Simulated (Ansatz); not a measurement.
# Sr3Zn (Pm-3m): frozen displacement of one atom in Python

Aim: a frozen displacement of one atom, for Sr3Zn (Pm-3m), run from a script.

All numbers are computed with Ansatz 0.2.0, driven from Python. Level of theory: DFT PBEsol, plane waves, PAW.

### 1 Starting point

Symmetry: Pm-3m, No. 221, cubic system. The conventional cell has a = 5.480 Å, b = 5.480 Å, c = 5.480 Å, α = 90.00°, β = 90.00°, γ = 90.00°. Around Sr (site symmetry 4/mmm) lie 8 Sr at 3.87 Å and 4 Zn at 3.87 Å. Around Zn (site symmetry m-3m) lie 12 Sr at 3.87 Å.

No structure file is read: the coordinates are typed or built in the script.

### 2 Script

push.py

```python
"""Energy and force of Sr3Zn as one atom is pushed off its site."""

import ansatz as az
import numpy as np
from pymatgen.core import Lattice, Structure
from pymatgen.io.ase import AseAtomsAdaptor

pmg_structure = Structure(
    Lattice([[5.479942, 0.0, 0.0], [0.0, 5.479942, 0.0], [0.0, 0.0, 5.479942]]),
    ["Sr", "Sr", "Sr", "Zn"],
    [
        [0.5, 0.0, 0.5],
        [0.5, 0.5, 0.0],
        [0.0, 0.5, 0.5],
        [0.0, 0.0, 0.0],
    ],
)
cell = az.Crystal.from_ase(AseAtomsAdaptor.get_atoms(pmg_structure))

inverse = np.linalg.inv(np.array(cell.lattice.vectors))
home = np.array(cell.sites[3].position)
values = np.linspace(-0.2, 0.2, 5)
energies, pulls = [], []
for shift in values:
    moved = cell.move(3, to=home + shift * inverse[2])
    base = (
        moved.calculation()
        .functional("PBEsol")
        .basis(38 * az.Ry)
        .kpoints(mesh=(5, 5, 5))
        .occupations("Fermi-Dirac", width=0.1)
        .forces()
    )
    summary = base.run(threads=1, backend="cpu").report
    energies.append(summary["free_energy_ev"])
    pulls.append(summary["forces_ev_ang"][3][2])

# the force is minus the slope of the free energy
print("shift (A)   dE (eV)   force along z (eV/A)")
for shift, e, f in zip(values, energies, pulls):
    print(f"{shift:8.3f} {e - energies[2]:10.5f} {f:12.4f}")
print(f"stiffness from energies {2 * np.polyfit(values, energies, 2)[0]:.3f}, from forces {-np.polyfit(values, pulls, 1)[0]:.3f} eV/A^2")
```

### 3 Launch

On the command line:

```console
$ python push.py
```

Q: Predict the main results. Wanted: range of energy; lowest point, shift of atom 4 from run 1.

The runs gave:

| quantity | value |
| --- | --- |
| runs compared | 5 |
| range of energy | 0.21 meV/atom |
| lowest point, shift of atom 4 from run 1 (Å) | 0.200 |

In words: The lowest point, at 0.200, lies inside the range. So shallow a minimum is within the error of mesh and smearing. The ends stand 0.214 and 0.214 meV/atom above it. For a metal this k-point mesh is coarse: on a finer one energies can move by several to tens of meV an atom and pressures by half a GPa or more, differences at one mesh by less. In a metal a curvature from energy changes of a few meV or less hangs on mesh and smearing, in size and even in sign. The structure comes from a database of computed cells and needn't be a stable or known phase. All periodic images of the atom move with it, so the curvature is one diagonal element of the zone-centre force constants and no normal mode; a positive value doesn't exclude soft modes in which several atoms move.
